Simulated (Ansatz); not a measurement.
**B₂O₂: how energies converge with the basis set**

An exercise on one series of results from a longer session: the logs are not shown, and one member is left open.

Program: Ansatz 0.2.0, Gaussian basis. Level of theory: one geometry, several basis sets. These are calculated values, not measurements.

The runs, in order: PBE0-D4/def2-SVP; ωB97M-V/def2-SVP; PBE0-D4/def2-QZVPP; ωB97M-V/def2-QZVPP; CCSD(T)/cc-pV(D+d)Z; CCSD(T)/cc-pV(T+d)Z; CCSD(T)/cc-pV(Q+d)Z; the functionals' def2-TZVPP values are taken from earlier runs.

## The relaxed structure

An earlier PBE0-D4 in a triple-zeta def2 set relaxation fixed the geometry.

SMILES `O=BB=O`, 4 atoms, charge 0, spin multiplicity 1.

Atoms are counted from 1 here; the program's logs count them from 0.

Bond lengths: O1–B2 1.197 Å, B2–B3 1.640 Å, B3–O4 1.197 Å. Angles: O1–B2–B3 180.0°, B2–B3–O4 180.0°.

Set-up of the first run:

The input, in.yaml:

```yaml
crystal:
  periodic: [false, false, false]
  atoms:
    - {symbol: O, position_ang: [-0.743108, 0.459782, 1.817605]}
    - {symbol: B, position_ang: [-0.302266, 0.187031, 0.739110]}
    - {symbol: B, position_ang: [0.302169, -0.186931, -0.739172]}
    - {symbol: O, position_ang: [0.743195, -0.459883, -1.817542]}
basis:
  gaussian: {orbitals: def2-SVP}
hamiltonian: {xc: pbe0, dispersion: d4}
output: {orbitals: {seedname: orbitals}}
```

The run is started by

```sh
> ansatz run in.yaml --threads 4 --pin off --events-out ev --progress --plain --max-ram 10444MiB
```

Among the steps run: PBE0-D4 in def2-SVP; ωB97M-V in def2-SVP; PBE0-D4 in def2-QZVPP; ωB97M-V in def2-QZVPP.

One table of the session follows, with a row left open; its other results are not shown here.

```
functional       basis  HOMO (eV)  LUMO (eV)
   PBE0-D4    def2-SVP     -10.95      -2.25
   PBE0-D4  def2-TZVPP     -10.99      -2.44
   PBE0-D4  def2-QZVPP     -10.99      -2.47
   ωB97M-V    def2-SVP     -13.33      -0.05
   ωB97M-V  def2-TZVPP     -13.38      -0.34
   ωB97M-V  def2-QZVPP          ?          ?
```

Q: Estimate the row for ωB97M-V, def2-QZVPP from the others.

**Answer.** HOMO (eV): -13.39; LUMO (eV): -0.39. In the column «HOMO (eV)» it is the lowest.
